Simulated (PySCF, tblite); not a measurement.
**C₆H₁₀F₂Si: geometry, infrared bands and NMR shifts**

Aim: predict the infrared bands and NMR shifts of C₆H₁₀F₂Si (`F/C=C(/F)[C@@H]([SiH3])C1CC1`).

The runs use tblite 0.8.0 and PySCF 2.14.0, with density-fitted response routines of our own; the level of theory stands in each step. All values are computed, except where a source is named. Atoms count from 0, in the outputs and in this text.

## Step 1: The molecule as given

19 atoms, charge 0, multiplicity 1; geometry from: force field or distance geometry start.

Bonds of the start (Å): F0–C1 1.37, C1–C2 1.36, C2–F3 1.37, C2–C4 1.47, C4–Si5 1.89, C4–C6 1.50, C6–C7 1.52, C7–C8 1.52, C8–C6 1.51, C1–H9 1.09, C4–H10 1.11, Si5–H11 1.47, Si5–H12 1.45, Si5–H13 1.47, C6–H14 1.10, C7–H15 1.11, C7–H16 1.09, C8–H17 1.13, C8–H18 1.09.

## Step 2: Geometry optimisation with GFN2-xTB

The job: settings as JSON, then the geometry in Å.

```
{"job": {"kind": "relax", "xc": "GFN2-xTB", "basis": "xTB"}, "charge": 0, "multiplicity": 1}
F     -1.543000    -1.892100    -1.914300
C     -2.064000    -1.796000    -0.652200
C     -1.542800    -0.919800     0.241700
F     -2.068000    -0.826900     1.501800
C     -0.437200    -0.053600    -0.206700
Si    -0.940500     1.763600    -0.092500
C      0.792300    -0.158500     0.652300
C      1.904200     0.751300     0.145600
C      2.074200    -0.763700     0.145200
H     -2.879100    -2.455700    -0.356100
H     -0.141000    -0.333100    -1.241300
H      0.110400     2.502000    -0.799400
H     -2.276500     1.991700    -0.597800
H     -0.801000     2.118200     1.329000
H      0.656200    -0.106900     1.740400
H      1.743300     1.177600    -0.871800
H      2.458600     1.388900     0.833700
H      2.822700    -1.069200     0.927700
H      2.121400    -1.308600    -0.792800
```

On the command line:

```
$ OMP_NUM_THREADS=1 python probes_run.py task.json out
```

This one command runs all jobs of the session in turn.

**Question.** This job is followed by: GFN2-xTB harmonic vibrations, gas phase; GIAO PBE0/pcSseg-1 NMR shielding, non-relativistic, gas phase. What will the session give for the following? strongest single infrared mode (GFN2-xTB); zero-point energy (GFN2-xTB); 13C shifts against TMS (PBE0/pcSseg-1); 1H shifts against TMS (PBE0/pcSseg-1, means over atoms taken as alike); 19F shifts against CFCl3 (PBE0/pcSseg-1); 29Si shifts against TMS (PBE0/pcSseg-1); surface potential, 1st and 99th percentile.

The runs gave:

| quantity | value |
| --- | --- |
| strongest single infrared mode (GFN2-xTB) | 782 cm⁻¹, 383 km/mol |
| zero-point energy (GFN2-xTB) | 87.1 kcal/mol |
| 13C shifts against TMS (PBE0/pcSseg-1) | 168.4, 147.3, 31.4, 13.2, 9.3, 8.1 ppm |
| 1H shifts against TMS (PBE0/pcSseg-1, means over atoms taken as alike) | 7.51, 4.02, 1.51, 1.12, 0.73, 0.63, 0.29, 0.19 ppm |
| 19F shifts against CFCl3 (PBE0/pcSseg-1) | -172.3, -189.4 ppm |
| 29Si shifts against TMS (PBE0/pcSseg-1) | -67.5 ppm |
| surface potential, 1st and 99th percentile | -0.69 V and 1.11 V |

Relaxing lowered the energy by 0.642 eV in 87 steps; the close pair that moved most is C8–H17, from 1.125 to 1.079 Å. All 51 modes are real, so the xTB geometry is a minimum. The strongest single mode, at 782 cm⁻¹, is spread over several atoms, H11, H13, H12, Si5 among them. GFN2-xTB is a fitted tight-binding method: band positions and strengths are rough. Its intensities can rank the bands wrongly. H9 (hydrogen on an alkene CH) lies farthest downfield among hydrogen, at 7.51 ppm; olefinic region. At PBE0/pcSseg-1: The widest tensor belongs to C2: span 145 ppm, with a paramagnetic part of -235 ppm.
